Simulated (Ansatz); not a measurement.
**CuCH2 (quartet): the correlation ladder, def2-SVP**

An exercise on one series of results from a longer session: the logs are not shown, and one member is left open.

Program: Ansatz 0.2.0, Gaussian basis. Level of theory: def2-SVP, core rule «outside noble gas», up to 10 orbitals frozen. These are calculated values, not measurements.

To be run: UHF; CCSD(T) on ROHF; CCSD(T) on UHF; CISD; CCSDT(Q) on ROHF; CCSDT(Q) on UHF; CASSCF and MRCISD+Q, 17 electrons in 12 orbitals; CASSCF and NEVPT4(SD), 17 electrons in 12 orbitals; CASSCF and NEVPT2, 17 electrons in 12 orbitals.

8 further runs of the same task are left out: 3 for a known fault of the program, 5 set aside as unsound or not needed.

### What is computed

The geometry is a PBE0/def2-TZVP stationary point (not a proven minimum) of the parent state, kept for this charge and spin.

4 atoms, charge 0, spin multiplicity 4.

Atoms are counted from 1 here; the program's logs count them from 0.

Bond lengths: Cu1–C2 1.844 Å, C2–H3 1.088 Å, C2–H4 1.088 Å. Angles: Cu1–C2–H3 122.4°, Cu1–C2–H4 122.4°, H3–C2–H4 115.3°.

Set-up of the first run:

in.yaml

```yaml
crystal:
  periodic: [false, false, false]
  atoms:
    - {symbol: Cu, position_ang: [0.000000, 0.000000, 0.348595]}
    - {symbol: C, position_ang: [0.000000, 0.000000, -1.495609]}
    - {symbol: H, position_ang: [0.000000, 0.918804, -2.077761]}
    - {symbol: H, position_ang: [0.000000, -0.918804, -2.077761]}
basis:
  gaussian: {orbitals: def2-SVP}
magnetization: {spin_polarized: true, initial_magnetization: 3}
hamiltonian: {xc: hf}
output: {orbitals: {seedname: orbitals}}
```

Started as:

```sh
$ ansatz run in.yaml --threads 1 --pin off --events-out ev --progress --plain --max-ram 4096MiB --backend cpu
```

Among the steps run: UHF; CCSD(T) on ROHF; CCSD(T) on UHF; CISD; CCSDT(Q) on ROHF; CCSDT(Q) on UHF; CASSCF and MRCISD+Q, 17 electrons in 12 orbitals; CASSCF and NEVPT4(SD), 17 electrons in 12 orbitals; CASSCF and NEVPT2, 17 electrons in 12 orbitals.

One of the session's tables, all rows but one given; the rest of the session is left out.

```
            method  from RCCSDT(Q) (kJ/mol)
              ROHF                   +987.7
               UHF                   +970.7
              RMP2                    +97.2
              UMP2                    +92.0
              CISD                   +126.7
             RCCSD                    +34.8
             UCCSD                    +32.3
          RCCSD(T)                     +2.9
          UCCSD(T)                     +1.0
            RCCSDT                     +0.2
            UCCSDT                     -1.4
         RCCSDT(Q)                        0
         UCCSDT(Q)                        ?
    CASSCF valence                   +887.1
    NEVPT2 valence                   +162.7
NEVPT4(SD) valence                    +62.1
    MRCISD valence                   +116.7
  MRCISD+Q valence                    +60.0
```

Q: Estimate the row for UCCSDT(Q) from the others.

As computed: from RCCSDT(Q) (kJ/mol): -2.0. In the column «from RCCSDT(Q) (kJ/mol)» it is the lowest.

Caveats from the session: Restricted and unrestricted rows rest on different reference determinants; where their highest levels disagree by more than a few hundredths of an eV, they describe different states and don't form one ladder.
